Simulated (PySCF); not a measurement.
**CrF4: triplet, from a PBE0 minimum start**

Aim: relax CrF4 as a triplet from a PBE0 minimum start, check by its vibrations whether the end is a minimum, and collect its spectrum and constants.

The runs use PySCF 2.14.0; PBE, basis Cr def2-SVP, F def2-SVP, no relativity, density fitting.

### 1 The system as given

5 atoms, charge 0, spin multiplicity 3.

Bond lengths: Cr1–F2 1.683 Å, Cr1–F3 1.683 Å, Cr1–F4 1.683 Å, Cr1–F5 1.683 Å. Angles: F2–Cr1–F3 109.5°, F2–Cr1–F4 109.5°, F2–Cr1–F5 109.5°, F3–Cr1–F4 109.5°, F3–Cr1–F5 109.5°, F4–Cr1–F5 109.5°.

```xyz
5
charge 0 multiplicity 3
Cr    0.0000    0.0000    0.0000
F     0.9717   -0.9717   -0.9717
F     0.9717    0.9717    0.9717
F    -0.9717    0.9717   -0.9717
F    -0.9717   -0.9717    0.9717
```

### 2 The SCF at the typed geometry

One driver script runs all steps and calls PySCF; scf.py shows how it sets up the SCF of each step. The optimiser is the driver's own. After this first run the driver tries any further starts and a stability analysis.

scf.py

```python
from pyscf import gto, scf, dft
mol = gto.M(atom='''
Cr     0.000000     0.000000     0.000000
F      0.971670    -0.971670    -0.971670
F      0.971670     0.971670     0.971670
F     -0.971670     0.971670    -0.971670
F     -0.971670    -0.971670     0.971670''',
    basis={'Cr': 'def2-SVP', 'F': 'def2-SVP'},
    charge=0, spin=2)
mf = dft.UKS(mol, xc='PBE')
mf.grids.atom_grid = (50, 194)
aux = {'Cr': 'def2-universal-JKFIT', 'F': 'def2-universal-JKFIT'}
mf = mf.density_fit(auxbasis=aux)
mf.conv_tol = 1e-08
mf.diis_space = 10
mf.max_cycle = 60
mf.init_guess = 'minao'
mf.verbose = 4
mf.kernel()
```

Run with:

```bash
OMP_NUM_THREADS=4 python axn.py task.json out
```

The program printed:

```text
init E= -1442.98154801276
[... the frontier-level lines of each cycle are left out ...]
cycle= 1 E= -1442.86952390428  delta_E= 0.112  |g|= 0.519  |ddm|= 2.18
cycle= 2 E= -1442.1442798919  delta_E= 0.725  |g|= 1.64  |ddm|= 0.956
cycle= 3 E= -1442.82450297629  delta_E= -0.68  |g|= 0.511  |ddm|= 0.969
cycle= 4 E= -1442.94159982646  delta_E= -0.117  |g|= 0.178  |ddm|= 0.44
cycle= 5 E= -1442.95339515813  delta_E= -0.0118  |g|= 0.00241  |ddm|= 0.0911
cycle= 6 E= -1442.95339870619  delta_E= -3.55e-06  |g|= 0.00226  |ddm|= 0.0042
cycle= 7 E= -1442.9534010065  delta_E= -2.3e-06  |g|= 0.00022  |ddm|= 0.00178
cycle= 8 E= -1442.95340104472  delta_E= -3.82e-08  |g|= 0.00019  |ddm|= 0.000518
cycle= 9 E= -1442.95340105831  delta_E= -1.36e-08  |g|= 6.78e-06  |ddm|= 9.68e-05
cycle= 10 E= -1442.95340105834  delta_E= -2.55e-11  |g|= 9.29e-07  |ddm|= 5.07e-06
Extra cycle  E= -1442.95340105831  delta_E= 2.27e-11  |g|= 4.83e-06  |ddm|= 2.96e-06
converged SCF energy = -1442.95340105831  <S^2> = 2.00886  2S+1 = 3.0059008
```

This step, with its further starts and checks, ran for 11 s (4 threads of Arm Neoverse V1, shared host).

Energies from each starting density:

```csv
start,energy (Eh)
the minimal-basis guess,-1442.953401
a thermally smeared density,-1442.953401
a smeared PBE density,-1442.953401
```

The test of internal stability and the other starts found no lower solution of this spin.

### 3 Relaxation: PBE0 minimum start, triplet

The program finds Td symmetry in the start, which this walk keeps. Threshold on the gradient: 0.0003 Eh/bohr, with a further test on the energy change.

scf.py, as its differences from that of step 2:

```diff
@@ -17 +16,0 @@
-mf.init_guess = 'minao'
```

Steps of the walk:

```
step   energy (Eh)  change (kJ/mol)  largest symmetric gradient (Eh/bohr)
   0  -1442.953401             0.00                               0.00932
   1  -1442.954790            -3.65                               0.00057
   2  -1442.954796            -3.66                               0.00004
```

The walk took 4 s.

Positions (Å) and forces (eV/Å) along the way:

```
step 0
Cr   0.000   0.000   0.000   0.000   0.000   0.000
F    0.972  -0.972  -0.972   0.479  -0.479  -0.479
F    0.972   0.972   0.972   0.479   0.479   0.479
F   -0.972   0.972  -0.972  -0.479   0.479  -0.479
F   -0.972  -0.972   0.972  -0.479  -0.479   0.479
step 1
Cr   0.000   0.000   0.000   0.000   0.000   0.000
F    0.986  -0.986  -0.986  -0.029   0.029   0.029
F    0.986   0.986   0.986  -0.029  -0.029  -0.029
F   -0.986   0.986  -0.986   0.029  -0.029   0.029
F   -0.986  -0.986   0.986   0.029   0.029  -0.029
step 2
Cr   0.000   0.000   0.000   0.000  -0.001  -0.001
F    0.985  -0.985  -0.985  -0.002   0.002   0.002
F    0.985   0.985   0.985  -0.002  -0.002  -0.002
F   -0.985   0.985  -0.985   0.002  -0.002   0.002
F   -0.985  -0.985   0.985   0.002   0.002  -0.002
```

It settles in Td symmetry, 3.7 kJ/mol below the start, after 2 steps: Cr–F 1.707 Å (×4); F–Cr–F 109.5° (×6).

### 4 Is it a minimum? Harmonic modes

On the finer grid the gradient is checked again; gradients at displacements of ±0.02 bohr then give force constants and infrared intensities.

scf.py, as its differences from that of step 3:

```diff
@@ -3,5 +3,5 @@
-Cr     0.000000     0.000000     0.000000
-F      0.971670    -0.971670    -0.971670
-F      0.971670     0.971670     0.971670
-F     -0.971670     0.971670    -0.971670
-F     -0.971670    -0.971670     0.971670''',
+Cr    -0.000000     0.000000    -0.000000
+F      0.984438    -0.984438    -0.984438
+F      0.984438     0.984438     0.984438
+F     -0.984438     0.984438    -0.984438
+F     -0.984438    -0.984438     0.984438''',
@@ -11 +11 @@
-mf.grids.atom_grid = (50, 194)
+mf.grids.atom_grid = (75, 302)
@@ -14 +14 @@
-mf.conv_tol = 1e-08
+mf.conv_tol = 1e-10
```

This SCF starts from the last density.

Log of the central SCF (cycles and frontier levels):

```text
init E= -1442.95583597556
[... the frontier-level lines of each cycle are left out ...]
cycle= 1 E= -1442.95583597424  delta_E= 1.32e-09  |g|= 6.08e-05  |ddm|= 5.41e-05
cycle= 2 E= -1442.95583595447  delta_E= 1.98e-08  |g|= 0.000234  |ddm|= 0.0002
cycle= 3 E= -1442.955835975  delta_E= -2.05e-08  |g|= 4.21e-05  |ddm|= 0.000158
cycle= 4 E= -1442.95583597567  delta_E= -6.65e-10  |g|= 1.02e-07  |ddm|= 2.28e-05
cycle= 5 E= -1442.95583597566  delta_E= 1.23e-11  |g|= 8.43e-09  |ddm|= 7.45e-08
Extra cycle  E= -1442.95583597567  delta_E= -1.09e-11  |g|= 1.42e-08  |ddm|= 2.33e-08
converged SCF energy = -1442.95583597567  <S^2> = 2.0101744  2S+1 = 3.0067753
```

The whole step took 24 s.

Geometry: Td; Cr–F 1.705 Å (×4); F–Cr–F 109.5° (×6).

Modes, for the most abundant isotopes:

```json
{"symmetry": "e", "ω (cm⁻¹)": "201", "IR (km/mol)": "0.0", "type": "bend"}
{"symmetry": "t2", "ω (cm⁻¹)": "203", "IR (km/mol)": "58.4", "type": "bend"}
{"symmetry": "a1", "ω (cm⁻¹)": "703", "IR (km/mol)": "0.0", "type": "stretch"}
{"symmetry": "t2", "ω (cm⁻¹)": "782", "IR (km/mol)": "409", "type": "stretch"}
```

Every mode is real; the point is a minimum.

Constants and moments:

```
Dipole moment                                                   : 0.00 D
Highest occupied level                                          : -6.86 eV
Lowest empty level                                              : -4.99 eV
Rotational constants                                            : 0.1144, 0.1144, 0.1144 cm⁻¹
Zero-point energy                                               : 24.3 kJ/mol
Principal polarisabilities                                      : 27.2, 27.2, 27.2 bohr³
Atomisation energy without zero-point energy                    : 1972 kJ/mol
Principal traceless quadrupole moments about the centre of mass : 0.00, 0.00, 0.00 D Å
Entropy at 298.15 K and 1 bar (electronic part: spin only)      : 316.9 J/(mol K)
Heat capacity Cp at 298.15 K                                    : 83.7 J/(mol K)
Enthalpy at 298.15 K above 0 K                                  : 18.19 kJ/mol
Rotational symmetry number                                      : 12
Spin squared ⟨S²⟩                                               : 2.010
```

Charges (e) and bond orders:

| atom | Mulliken | Löwdin | polar tensor | spin (Mulliken) | Mayer order to Cr1 |
| --- | --- | --- | --- | --- | --- |
| Cr1 | 1.16 | 0.33 | 2.08 | 1.80 | – |
| F2,3,4,5 | -0.29 | -0.08 | -0.52 | 0.05 | 1.09 |

Outer orbital energies (eV). α occupied: -10.95, -10.95, -10.95, -10.24, -10.24, -10.24, -6.86, -6.86; empty: -4.99, -4.99, -4.99, -0.56. β occupied: -11.46, -11.46, -10.80, -10.80, -10.80, -10.07, -10.07, -10.07; empty: -4.65, -4.65, -4.18, -4.18.

Mulliken populations on Cr1: s 6.15, p 12.50, d 4.18, f 0.01.

### 5 Outcome

| quantity | value |
| --- | --- |
| minimum | triplet, Td |
| geometry | Cr–F 1.705 Å (×4); F–Cr–F 109.5° (×6) |
| wavenumbers (cm⁻¹) | 201 (e), 203 (t2), 703 (a1), 782 (t2) |
| dipole moment | 0.00 D |
| highest occupied, lowest empty level (either spin) | -6.86, -4.99 eV |
| polar-tensor charge of Cr1 | +2.08 e |
| zero-point energy | 24.3 kJ/mol |
| entropy at 298.15 K | 316.9 J/(mol K) |
| atomisation energy (no zero-point energy) | 1972 kJ/mol |
| ⟨S²⟩ | 2.010 |

**Reading.** The PBE0 minimum start keeps its Td symmetry and ends in a minimum. In the infrared the band at 782 cm⁻¹ (t2, stretch) leads. The dipole vanishes although Cr1 carries +2.1 e by the polar tensor: the bond dipoles cancel. Most of the spin sits on Cr1 (Mulliken spin 1.80, against 2 for the whole molecule). Other starts or spin states, not run here, may lie lower. One determinant may miss the lowest occupation of an open d or f shell.

The search up to here took 40 s.
